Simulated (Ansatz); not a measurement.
Runs of Ansatz 0.2.0 on RuSe. Symmetry: Pm-3m, No. 221, cubic system. Conventional cell: a = 3.188 Å, b = 3.188 Å, c = 3.188 Å, α = 90.00°, β = 90.00°, γ = 90.00°. Ru (site symmetry m-3m) is surrounded by 8 Se at 2.76 Å. Around Se (site symmetry m-3m) lie 8 Ru at 2.76 Å. The cell comes from a database or a generator and needn't be the stable form of this composition.

```csv
level,spin,U,fixed moment (μB),k mesh,smearing,gap on the mesh (eV),pressure (GPa)
PBE+U,off,Ru d U = 6 eV,-,6 × 6 × 6,gaussian 0.05 eV,none,-11.0
PBE,off,-,-,8 × 8 × 8,fermi-dirac 0.05 eV,none,(a)
PBE+U,"collinear, program default start",Ru d U = 6 eV,-,6 × 6 × 6,gaussian 0.05 eV,none,21.1
PBEsol+U,off,Ru d U = 7 eV,-,6 × 6 × 6,gaussian 0.05 eV,none,-18.2
```

Alike in all rows: task single point; potentials or basis all-electron LAPW, scalar-relativistic; cell as given; cutoff (eV) 237; basis error allowed 0.001 eV/atom.

Q: Estimate the missing entries.

A: (a) -8.6.

Caveats: the k mesh is thin for a metal, which can move the energy by tens of meV per atom (some runs); U is the effective U less J, on atomic orbitals that reach past the spheres (some runs); U without spin polarisation on a metal has little footing (some runs).

A k mesh can miss the band edges, and the runs leave out spin-orbit coupling on Ru, Se.

A gap of «none» marks a metal or a gap under the smearing width.
